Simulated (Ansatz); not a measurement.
# Mg27S26 (Niningerite): the cost of one run

Method: DFT, PBE, plane-wave PAW, default files, scalar-relativistic, in Ansatz 0.2.0.

## (1) The system as given

Symmetry: Fm-3m, No. 225, cubic system. Conventional cell: a = 15.610 Å, b = 15.610 Å, c = 15.610 Å, α = 90.00°, β = 90.00°, γ = 90.00°. Around Mg (site symmetry 3m) lie 6 S at 2.60 Å. Mg (site symmetry 4mm) has 5 S at 2.60 Å as nearest neighbours. Around Mg (site symmetry mm2) lie 6 S at 2.60 Å. Around Mg (site symmetry m-3m) lie 6 S at 2.60 Å. Around S (site symmetry mm2) lie 6 Mg at 2.60 Å. S (site symmetry 3m) has 6 Mg at 2.60 Å as nearest neighbours. S (site symmetry 4mm) has 6 Mg at 2.60 Å as nearest neighbours.

Coordinates:

```xyz
53
Lattice="0.0000 7.8049 7.8049 7.8049 0.0000 7.8049 7.8049 7.8049 0.0000" Properties=species:S:1:pos:R:3 pbc="T T T"
Mg    0.0000    0.0000    0.0000
Mg    2.6016    2.6016    0.0000
Mg    5.2033    5.2033    0.0000
Mg    2.6016    0.0000    2.6016
Mg    5.2033    2.6016    2.6016
Mg    7.8049    5.2033    2.6016
Mg    5.2033    0.0000    5.2033
Mg    7.8050    2.6016    5.2033
Mg   10.4066    5.2033    5.2033
Mg    0.0000    2.6016    2.6016
Mg    2.6016    5.2033    2.6016
Mg    5.2033    7.8049    2.6016
Mg    2.6016    2.6016    5.2033
Mg    5.2033    5.2033    5.2033
Mg    7.8049    7.8049    5.2033
Mg    5.2033    2.6016    7.8049
Mg    7.8050    5.2033    7.8049
Mg   10.4066    7.8049    7.8049
Mg    0.0000    5.2033    5.2033
Mg    2.6016    7.8050    5.2033
Mg    5.2033   10.4066    5.2033
Mg    2.6016    5.2033    7.8050
Mg    5.2033    7.8050    7.8050
Mg    7.8049   10.4066    7.8050
Mg    5.2033    5.2033   10.4066
Mg    7.8050    7.8050   10.4066
Mg   10.4066   10.4066   10.4066
S     5.2033    5.2033    2.6017
S     7.8049    7.8049    2.6017
S     5.2033    2.6017    5.2033
S     7.8049    5.2033    5.2033
S    10.4066    7.8049    5.2033
S     7.8049    2.6017    7.8049
S    10.4066    5.2033    7.8049
S    13.0082    7.8049    7.8049
S     2.6017    5.2033    5.2033
S     5.2033    7.8049    5.2033
S     7.8049   10.4066    5.2033
S     5.2033    5.2033    7.8049
S     7.8049    7.8049    7.8049
S    10.4066   10.4066    7.8049
S     7.8049    5.2033   10.4066
S    10.4066    7.8049   10.4066
S    13.0082   10.4066   10.4066
S     2.6017    7.8049    7.8049
S     5.2033   10.4066    7.8049
S     7.8049   13.0082    7.8049
S     5.2033    7.8049   10.4066
S     7.8049   10.4066   10.4066
S    10.4066   13.0082   10.4066
S     7.8049    7.8049   13.0082
S    10.4066   10.4066   13.0082
S    13.0082   13.0082   13.0082
```

The vacant site is at (0.167, 0.167, 0.167) in fractional coordinates of the input's cell.

## (2) First run, atoms as given

input.yaml reads:

```yaml
crystal:
  lattice:
    - [0.0, 7.80495, 7.80495]
    - [7.80495, 0.0, 7.80495]
    - [7.80495, 7.80495, 0.0]
  atoms:
    - { symbol: Mg, position: [0.0, 0.0, 0.0] }
    - { symbol: Mg, position: [0.0, 0.0, 0.3333333333] }
    - { symbol: Mg, position: [0.0, 0.0, 0.6666666667] }
    - { symbol: Mg, position: [0.0, 0.3333333333, 0.0] }
    - { symbol: Mg, position: [0.0, 0.3333333333, 0.3333333333] }
    - { symbol: Mg, position: [0.0, 0.3333333333, 0.6666666667] }
    - { symbol: Mg, position: [0.0, 0.6666666667, 0.0] }
    - { symbol: Mg, position: [0.0, 0.6666666667, 0.3333333333] }
    - { symbol: Mg, position: [0.0, 0.6666666667, 0.6666666667] }
    - { symbol: Mg, position: [0.3333333333, 0.0, 0.0] }
    - { symbol: Mg, position: [0.3333333333, 0.0, 0.3333333333] }
    - { symbol: Mg, position: [0.3333333333, 0.0, 0.6666666667] }
    - { symbol: Mg, position: [0.3333333333, 0.3333333333, 0.0] }
    - { symbol: Mg, position: [0.3333333333, 0.3333333333, 0.3333333333] }
    - { symbol: Mg, position: [0.3333333333, 0.3333333333, 0.6666666667] }
    - { symbol: Mg, position: [0.3333333333, 0.6666666667, 0.0] }
    - { symbol: Mg, position: [0.3333333333, 0.6666666667, 0.3333333333] }
    - { symbol: Mg, position: [0.3333333333, 0.6666666667, 0.6666666667] }
    - { symbol: Mg, position: [0.6666666667, 0.0, 0.0] }
    - { symbol: Mg, position: [0.6666666667, 0.0, 0.3333333333] }
    - { symbol: Mg, position: [0.6666666667, 0.0, 0.6666666667] }
    - { symbol: Mg, position: [0.6666666667, 0.3333333333, 0.0] }
    - { symbol: Mg, position: [0.6666666667, 0.3333333333, 0.3333333333] }
    - { symbol: Mg, position: [0.6666666667, 0.3333333333, 0.6666666667] }
    - { symbol: Mg, position: [0.6666666667, 0.6666666667, 0.0] }
    - { symbol: Mg, position: [0.6666666667, 0.6666666667, 0.3333333333] }
    - { symbol: Mg, position: [0.6666666667, 0.6666666667, 0.6666666667] }
    - { symbol: S, position: [0.1666666667, 0.1666666667, 0.5] }
    - { symbol: S, position: [0.1666666667, 0.1666666667, 0.8333333333] }
    - { symbol: S, position: [0.1666666667, 0.5, 0.1666666667] }
    - { symbol: S, position: [0.1666666667, 0.5, 0.5] }
    - { symbol: S, position: [0.1666666667, 0.5, 0.8333333333] }
    - { symbol: S, position: [0.1666666667, 0.8333333333, 0.1666666667] }
    - { symbol: S, position: [0.1666666667, 0.8333333333, 0.5] }
    - { symbol: S, position: [0.1666666667, 0.8333333333, 0.8333333333] }
    - { symbol: S, position: [0.5, 0.1666666667, 0.1666666667] }
    - { symbol: S, position: [0.5, 0.1666666667, 0.5] }
    - { symbol: S, position: [0.5, 0.1666666667, 0.8333333333] }
    - { symbol: S, position: [0.5, 0.5, 0.1666666667] }
    - { symbol: S, position: [0.5, 0.5, 0.5] }
    - { symbol: S, position: [0.5, 0.5, 0.8333333333] }
    - { symbol: S, position: [0.5, 0.8333333333, 0.1666666667] }
    - { symbol: S, position: [0.5, 0.8333333333, 0.5] }
    - { symbol: S, position: [0.5, 0.8333333333, 0.8333333333] }
    - { symbol: S, position: [0.8333333333, 0.1666666667, 0.1666666667] }
    - { symbol: S, position: [0.8333333333, 0.1666666667, 0.5] }
    - { symbol: S, position: [0.8333333333, 0.1666666667, 0.8333333333] }
    - { symbol: S, position: [0.8333333333, 0.5, 0.1666666667] }
    - { symbol: S, position: [0.8333333333, 0.5, 0.5] }
    - { symbol: S, position: [0.8333333333, 0.5, 0.8333333333] }
    - { symbol: S, position: [0.8333333333, 0.8333333333, 0.1666666667] }
    - { symbol: S, position: [0.8333333333, 0.8333333333, 0.5] }
    - { symbol: S, position: [0.8333333333, 0.8333333333, 0.8333333333] }
total_charge: 2
kpoints:
  mp_grid: { grid: [2, 2, 2] }
scf:
  occupations: { method: fermi_dirac, width: 0.01 }
hamiltonian:
  xc: pbe
  pseudopotentials: { kind: paw }
output:
  forces: true
  stress: true
  populations: true
  efg:
    quadrupole_moments_barn: { Mg: 0.1994, S: -0.0694 }
    contact_densities: true
  write_density: true
  write_potential: true
  elf: true
  volumetric_format: npy
```

The run is started by

```sh
ansatz run input.yaml --threads 1 --pin off --max-ram 3072MiB --backend cpu --events-out ev --progress --plain --runs-dir out
```

What time and memory should one allow on 1 thread of Arm Neoverse V1, shared host?

About 1.9 min, with a peak of 1.6 GiB.
